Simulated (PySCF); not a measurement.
# C₄H₂ClF₃O: magnetic properties

Aim: compute the magnetic properties of C₄H₂ClF₃O (`O=C/C(F)=C(\Cl)C(F)F`).

Programs: PySCF 2.14.0, with routines of our own; each step states its level. All values are computed. Atoms count from 0.

### Step 1. The starting structure

11 atoms, charge 0, multiplicity 1; geometry from: GFN2-xTB.

### Step 2. Magnetic properties: GIAO PBE/pcSseg-1

The job: settings as JSON, then the geometry in Å.

```
{"job": {"kind": "mag", "xc": "PBE", "basis": "pcSseg-1", "isotopologues": 0}, "charge": 0, "multiplicity": 1}
O      2.543040     1.149434    -0.328053
C      2.127898     0.173461     0.232945
C      0.716013    -0.245597     0.277380
F      0.509922    -1.369347     0.975191
C     -0.335296     0.373648    -0.297447
Cl    -0.154516     1.804303    -1.190134
C     -1.750822    -0.165543    -0.184538
F     -1.824919    -1.419223    -0.680185
F     -2.131727    -0.236245     1.108888
H      2.780540    -0.525105     0.784309
H     -2.474708     0.462885    -0.724322
```

With the program's defaults for keys left out, this is: GIAO PBE/pcSseg-1 magnetisability, rotational g tensor and spin-rotation constants, non-relativistic, gas phase.

The run is started by

```
OMP_NUM_THREADS=1 python excited_run.py task.json out
```

This one command runs all jobs of the session in turn.

Standard output:

```text
coarse grid: 11552 points
cycle   1  E = -987.4294507639  dE =  1.466e+00  |g| = 1.093e+00  |ddm| = 3.315e+00
cycle   2  E = -984.3409602827  dE =  3.088e+00  |g| = 3.305e+00  |ddm| = 3.624e+00
cycle   3  E = -987.3912674112  dE = -3.050e+00  |g| = 9.818e-01  |ddm| = 3.392e+00
cycle   4  E = -987.6292499230  dE = -2.380e-01  |g| = 1.843e-01  |ddm| = 1.031e+00
cycle   5  E = -987.6009079119  dE =  2.834e-02  |g| = 3.648e-01  |ddm| = 5.272e-01
cycle   6  E = -987.6375490769  dE = -3.664e-02  |g| = 5.496e-02  |ddm| = 3.848e-01
cycle   7  E = -987.6382530435  dE = -7.040e-04  |g| = 1.469e-02  |ddm| = 6.381e-02
cycle   8  E = -987.6382988219  dE = -4.578e-05  |g| = 5.524e-03  |ddm| = 2.141e-02
cycle   9  E = -987.6383043333  dE = -5.511e-06  |g| = 1.725e-03  |ddm| = 6.211e-03
final grid: 113344 points
cycle  10  E = -987.7468362267  dE =  4.677e-06  |g| = 2.198e-02  |ddm| = 3.704e-02
cycle  11  E = -987.7460603838  dE =  7.758e-04  |g| = 6.544e-02  |ddm| = 7.060e-02
cycle  12  E = -987.7469205428  dE = -8.602e-04  |g| = 6.431e-03  |ddm| = 5.930e-02
cycle  13  E = -987.7469291262  dE = -8.583e-06  |g| = 1.329e-03  |ddm| = 6.156e-03
cycle  14  E = -987.7469293348  dE = -2.086e-07  |g| = 6.314e-04  |ddm| = 1.708e-03
cycle  15  E = -987.7469294399  dE = -1.051e-07  |g| = 2.263e-04  |ddm| = 7.708e-04
cycle  16  E = -987.7469294504  dE = -1.048e-08  |g| = 3.573e-05  |ddm| = 2.001e-04
cycle  17  E = -987.7469294506  dE = -2.349e-10  |g| = 1.409e-05  |ddm| = 4.248e-05
converged SCF energy = -987.7469294506

Magnetisability tensor (1e-30 J/T^2)
     -937.46       46.78       16.24
       46.78     -997.20     -137.21
       16.24     -137.21    -1130.59
isotropic -1021.75   principal values   -1221.75   -954.23   -889.26
isotropic susceptibility -61.531 1e-6 cm^3/mol

Inertial axes            a          b          c
rot. const./GHz      1.8863     1.1037     0.7938
chi total           -54.386    -56.631    -73.576
chi diamagnetic    -660.390  -1068.625  -1449.781
chi paramagnetic    606.004   1011.994   1376.206
quadrupole/D A       -9.514      8.657      0.856
g nuclear            0.5007     0.4991     0.5028
g electronic        -0.5370    -0.5248    -0.5132
g total             -0.0364    -0.0257    -0.0104

Spin-rotation constants (kHz, H = +C I.J)
atom  isotope        aa         bb         cc
  3    19F        3.248      1.417      0.325
  5   35Cl        0.584      0.311      0.175
  7    19F        2.188      1.371      0.760
  8    19F        2.190      1.367      0.764
  9     1H       -0.120      0.117     -0.072
 10     1H       -0.130      0.070     -0.088
  0    17O*      -1.958     -0.929     -0.006
  1    13C*       0.905      0.520      0.205
  2    13C*       0.848      0.441      0.195
  4    13C*       0.718      0.442      0.148
  6    13C*       0.603      0.338      0.247
* in the singly substituted isotopologue
```

Wall time 55 s (1 thread of Arm Neoverse V1, shared host); peak memory 0.64 GiB.

Key values:

```
              quantity                      value
       magnetisability           -1022·10⁻³⁰ J/T²
  molar susceptibility         -61.5·10⁻⁶ cm³/mol
rotational g (a, b, c)  -0.0364, -0.0257, -0.0104
```

Orbitals, density, ELF and potential are computed afterwards from the orbital file.

Frontier orbitals at PBE/pcSseg-1, with the share of their density that lies nearest to each atom:

```
orbital  energy (eV)                                   lies on
   HOMO        -6.45                  O0 63 %; H9 13 %; C2 8 %
   LUMO        -3.72  C1, C4 about 23 % each; O0 22 %; C2 12 %
```

ELF in a plane through or near 9 of the atoms.

Values, 10 rows by 14 columns:
```
0.00 0.00 0.00 0.00 0.00 0.00 0.00 0.00 0.00 0.00 0.00 0.00 0.00 0.00
0.00 0.00 0.00 0.00 0.00 0.00 0.00 0.00 0.00 0.00 0.00 0.00 0.00 0.00
0.00 0.00 0.00 0.00 0.00 0.20 0.39 0.24 0.01 0.00 0.00 0.00 0.00 0.00
0.00 0.00 0.46 0.99 0.17 0.46 0.56 0.86 0.01 0.03 0.01 0.00 0.00 0.00
0.00 0.00 0.77 1.00 0.86 0.47 0.42 0.20 0.12 0.32 0.09 0.01 0.00 0.00
0.00 0.00 0.07 0.34 0.29 0.78 0.66 0.26 0.95 0.35 0.91 0.43 0.00 0.00
0.00 0.01 0.71 0.89 0.80 0.21 0.38 0.85 0.27 0.30 1.00 0.97 0.00 0.00
0.00 0.00 0.10 0.42 0.46 0.08 0.88 0.69 0.91 0.37 0.01 0.01 0.00 0.00
0.00 0.00 0.00 0.00 0.00 0.13 0.53 0.61 0.58 0.24 0.00 0.00 0.00 0.00
0.00 0.00 0.00 0.00 0.00 0.00 0.01 0.01 0.01 0.00 0.00 0.00 0.00 0.00
```
The map spans 10.8 Å across and 9.5 Å up, centred on the molecule. Atoms in the plane (x, y in Å): O0 (-2.6, -1.1), C1 (-2.1, 0.0), C2 (-0.7, 0.4), F3 (-0.5, 1.7), C4 (0.3, -0.5), Cl5 (0.1, -2.2), C6 (1.8, 0.0), H9 (-2.8, 0.9), H10 (2.5, -0.8).

log10 of the density (e/Å³) in the same plane.

Ten even steps from ' ' (-4.0) to '@' (2.2):
```
                                                        
                                                        
                                                        
                  ....::::::::..                        
        ........::----==++====--::..                    
      ..::::::----====******++==--::::::::..            
    ..::--==========++##@@##**++==========--::          
    ..::--++++**++++++**####**====++++++==----..        
    ..::==++******++********++++++++**++++==--::        
    ..::--++++**%%****##%%**********%%**++==--::..      
    ..::==++++**%%********######**####****++==::..      
    ..--==**######**++++++**##************++==--..      
    ..--==**##@@##**++==++******++++++++++====::..      
    ..--==++******++==++****##****========----::..      
      ..--============++**%%@@##**++==--::::....        
        ..::--------==++********++====--::..            
              ....::--====++++++==----::..              
                  ..::------==----::::..                
                      ..::::::::....                    
                                                        
```
The map spans 10.8 Å across and 9.5 Å up, centred on the molecule. Atoms in the plane (x, y in Å): O0 (-2.6, -1.1), C1 (-2.1, 0.0), C2 (-0.7, 0.4), F3 (-0.5, 1.7), C4 (0.3, -0.5), Cl5 (0.1, -2.2), C6 (1.8, 0.0), H9 (-2.8, 0.9), H10 (2.5, -0.8).

On the surface of density 0.002 e/bohr³ the electrostatic potential runs, from the 1st to the 99th percentile, from -1.18 V near O0 to 1.39 V near H10.

### Step 3. What came out

| quantity | value |
| --- | --- |
| magnetisability (step 2, GIAO PBE/pcSseg-1) | -1022·10⁻³⁰ J/T² |
| molar susceptibility (step 2, GIAO PBE/pcSseg-1) | -61.5·10⁻⁶ cm³/mol |
| rotational g (a, b, c) (step 2, GIAO PBE/pcSseg-1) | -0.0364, -0.0257, -0.0104 |
| surface potential, 1st and 99th percentile | -1.18 V and 1.39 V |

**Reading.** By nearest atom (PBE/pcSseg-1), the HOMO sits on O0 63 %; H9 13 % and the LUMO on C1, C4 about 23 % each; O0 22 %. Vibrational averaging and real surroundings are missing from these values.
